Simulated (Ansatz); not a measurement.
**AlH5NSi2 (charge +1): a nudged elastic band in two tries**

Aim: a band of images between two relaxed ends for this system. SMILES of the start: [SiH3][Al]1[NH][SiH+]1.

Program: Ansatz 0.2.0. Level of theory: RKS B3LYP-D4/6-31G*. These are calculated values, not measurements.

### Step 1. The structure to begin with

Bond lengths: Si1–Al2 2.463 Å, Al2–N3 1.834 Å, Al2–Si4 2.400 Å, N3–Si4 1.708 Å, Si1–H5 1.481 Å, Si1–H6 1.479 Å, Si1–H7 1.481 Å, N3–H8 1.020 Å, Si4–H9 1.492 Å. Angles (14 of 15 angles, heavy atoms first): Si1–Al2–N3 153.3°, Si1–Al2–Si4 161.5°, N3–Al2–Si4 45.2°, Al2–N3–Si4 85.2°, Al2–Si4–N3 49.6°, Al2–Si1–H5 105.4°, Al2–Si1–H6 106.1°, Al2–Si1–H7 105.5°, Al2–N3–H8 140.1°, Si4–N3–H8 134.7°, Al2–Si4–H9 164.6°, N3–Si4–H9 115.0°, H5–Si1–H6 113.1°, H5–Si1–H7 112.8°.

Coordinates:

```xyz
9

Si   -0.6450    1.4983   -1.6468
Al   -0.0048   -0.0204    0.1833
N     0.7495   -1.5514    0.8541
Si    0.2792   -0.9446    2.3796
H    -1.5397    0.7064   -2.5213
H    -1.3252    2.6465   -1.0095
H     0.6238    1.8719   -2.3123
H     1.2295   -2.3923    0.5333
H     0.6327   -1.8144    3.5397
```

### Step 2. The run

input.yaml

```yaml
crystal:
  periodic: [false, false, false]
  atoms:
    - { symbol: Si, position_ang: [-0.644964, 1.498297, -1.646832] }
    - { symbol: Al, position_ang: [-0.00483, -0.020402, 0.183266] }
    - { symbol: "N", position_ang: [0.749455, -1.551363, 0.854091] }
    - { symbol: Si, position_ang: [0.279159, -0.944648, 2.379586] }
    - { symbol: H, position_ang: [-1.539694, 0.706416, -2.521298] }
    - { symbol: H, position_ang: [-1.325193, 2.64646, -1.009504] }
    - { symbol: H, position_ang: [0.6238, 1.871922, -2.312296] }
    - { symbol: H, position_ang: [1.229528, -2.392302, 0.533317] }
    - { symbol: H, position_ang: [0.632729, -1.81438, 3.539669] }
total_charge: 1
basis:
  gaussian: { orbitals: "6-31G*" }
hamiltonian:
  xc: b3lyp
  dispersion: d4
neb:
  order_check: false
  images: 7
  f_tol: 0.05
  max_iterations: 8
  final_atoms:
    - { symbol: Si, position_ang: [-0.56221617, 1.36851306, -1.78438203] }
    - { symbol: Al, position_ang: [0.07975972, -0.15562782, 0.03997224] }
    - { symbol: "N", position_ang: [0.17932854, -0.66133957, 1.80032293] }
    - { symbol: Si, position_ang: [0.98393056, -2.04592778, 1.20799649] }
    - { symbol: H, position_ang: [-1.45911989, 0.58628123, -2.66386918] }
    - { symbol: H, position_ang: [-1.24387574, 2.50820138, -1.12980523] }
    - { symbol: H, position_ang: [0.70281538, 1.75529422, -2.4476705] }
    - { symbol: H, position_ang: [-0.09020076, -0.33017385, 2.7267851] }
  initial_path: idpp
```

On the command line:

```
> ansatz run input.yaml --threads 1 --pin off --max-ram 2048MiB --backend cpu --events-out ev --progress --plain --runs-dir out
```

**Question.** What will these runs give? Wanted: first try.

The runs gave:

| quantity | value |
| --- | --- |
| first try | refused |
| cause | the second end lists one atom fewer than the first |

What this shows: The fault in the first input was caught at the input check and cost nothing.
